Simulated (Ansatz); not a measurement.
**CH₉AlSi₂: one species, many methods**

Aim: compute CH₉AlSi₂ with functionals from several rungs and with coupled cluster, and see how far each lands from CCSD(T) at the basis-set limit for the atomisation energy.

The runs use Ansatz 0.2.0, Gaussian basis; functionals in def2-TZVPP, the program's frozen cores in correlated methods.

The runs, in order: LDA (SPW92), PBE-D4, revPBE-D4, BLYP-D4, r2SCAN-D4, B97M-V, PBE0-D4, B3LYP-D4, r2SCANh-D4, r2SCAN0-D4, HSE06-D4, BHLYP-D4, CAM-B3LYP-D4, LC-ωPBE, ωB97X-V, ωB97M-V, B2PLYP, PBE-QIDH; CCSD(T)/def2-SVP; CCSD(T)/def2-TZVPP; MP2/def2-QZVPP; extrapolation to the limit; RPA on PBE.

## (1) The geometry

The geometry comes from an earlier relaxation with PBE0-D4 in a triple-zeta def2 set; it is a stationary point, not always the lowest conformer.

SMILES `[CH3][Al]([SiH3])[SiH3]`, 13 atoms, charge 0, spin multiplicity 1.

Atoms are counted from 1 here; the program's logs count them from 0.

Bond lengths: C1–Al2 1.956 Å, C1–H5 1.092 Å, C1–H6 1.096 Å, C1–H7 1.095 Å, Al2–Si3 2.464 Å, Al2–Si4 2.462 Å, Si3–H8 1.491 Å, Si3–H9 1.494 Å, Si3–H10 1.494 Å, Si4–H11 1.492 Å, Si4–H12 1.493 Å, Si4–H13 1.493 Å. Angles: Al2–C1–H5 113.4°, Al2–C1–H6 110.2°, Al2–C1–H7 110.6°, H5–C1–H6 108.0°, H5–C1–H7 108.2°, H6–C1–H7 106.2°, C1–Al2–Si3 118.5°, C1–Al2–Si4 122.5°, Si3–Al2–Si4 119.0°, Al2–Si3–H8 113.6°, Al2–Si3–H9 111.0°, Al2–Si3–H10 111.1°, H8–Si3–H9 107.1°, H8–Si3–H10 107.2°, H9–Si3–H10 106.5°, Al2–Si4–H11 114.1°, Al2–Si4–H12 110.7°, Al2–Si4–H13 110.7° and more.

## (2) LDA

This LDA is Slater exchange with PW92 correlation.

The input, in.yaml:

```yaml
crystal:
  periodic: [false, false, false]
  atoms:
    - {symbol: C, position_ang: [-0.781212, 1.807703, -0.883549]}
    - {symbol: Al, position_ang: [-0.094595, 0.148480, -0.108264]}
    - {symbol: Si, position_ang: [1.646512, 0.295773, 1.629223]}
    - {symbol: Si, position_ang: [-0.909836, -2.069653, -0.798070]}
    - {symbol: H, position_ang: [-1.525818, 1.645220, -1.665536]}
    - {symbol: H, position_ang: [-1.237827, 2.428285, -0.104342]}
    - {symbol: H, position_ang: [0.035987, 2.401020, -1.307845]}
    - {symbol: H, position_ang: [2.093618, -1.031275, 2.140178]}
    - {symbol: H, position_ang: [1.164016, 1.080476, 2.805135]}
    - {symbol: H, position_ang: [2.858821, 1.001330, 1.115723]}
    - {symbol: H, position_ang: [-1.962327, -2.030131, -1.854313]}
    - {symbol: H, position_ang: [-1.479406, -2.807998, 0.368136]}
    - {symbol: H, position_ang: [0.212467, -2.903931, -1.321576]}
basis:
  gaussian: {orbitals: def2-TZVPP}
hamiltonian: {xc: lda}
output: {orbitals: {seedname: orbitals}}
```

The runs that follow: PBE-D4 (GGA); revPBE-D4 (GGA); BLYP-D4 (GGA); r2SCAN-D4 (meta-GGA); B97M-V (meta-GGA); PBE0-D4 (hybrid); B3LYP-D4 (hybrid); r2SCANh-D4 (hybrid); r2SCAN0-D4 (hybrid); HSE06-D4 (hybrid); BHLYP-D4 (hybrid); CAM-B3LYP-D4 (range-separated); LC-ωPBE-D4 (range-separated); ωB97X-V (range-separated); ωB97M-V (range-separated); B2PLYP (double hybrid); PBE-QIDH (double hybrid); CCSD(T) in def2-SVP; CCSD(T) in def2-TZVPP; MP2 in def2-QZVPP; RPA on PBE orbitals.

Before running them: what should the planned runs give, taken together? Wanted: atomisation energy, CCSD(T)/CBS; farthest beyond LDA; mean size of error, GGA; mean size of error, meta-GGA; mean size of error, hybrid; mean size of error, range-separated; mean size of error, double hybrid; gap, smallest and largest; T1 diagnostic.

**Answer**, as computed:

| quantity | value |
| --- | --- |
| atomisation energy, CCSD(T)/CBS | 3954.4 kJ/mol |
| functionals within 19.8 kJ/mol (0.5 %) | r2SCAN-D4, B3LYP-D4, r2SCANh-D4, CAM-B3LYP-D4, ωB97M-V |
| farthest beyond LDA | revPBE-D4 (-87.0 kJ/mol) |
| mean size of error, GGA | 59.9 kJ/mol |
| mean size of error, meta-GGA | 12.8 kJ/mol |
| mean size of error, hybrid | 26.4 kJ/mol |
| mean size of error, range-separated | 20.0 kJ/mol |
| mean size of error, double hybrid | 56.4 kJ/mol |
| gap, smallest and largest | 3.14 eV (LDA (SPW92)), 9.50 eV (LC-ωPBE) |
| T1 diagnostic | 0.0127 |
| triples share of the correlation energy | 3.4 % |

In words: The LDA atomisation energy is off by 389.3 kJ/mol (10 %): it overbinds. PBE-D4 is off by -32.6 kJ/mol. Double hybrids carry the basis error of their MP2 part in triple zeta, and no dispersion term here, so their miss is partly the set-up's. By mean error the best rung here is meta-GGA (12.8 kJ/mol) and the worst beyond LDA is GGA (59.9 kJ/mol). The gap between the best rungs is small, so their order is not settled. The reference freezes the cores and leaves out relativity and excitations past (T), so misses under about 19.8 kJ/mol can't be ranked. Hartree-Fock recovers 77 % of the binding; the rest is correlation. CCSD(T) in def2-SVP is off by -227.7 kJ/mol, worse than the median functional, from the basis alone. Orbital gaps span 3.1 to 9.5 eV; exact exchange widens them.
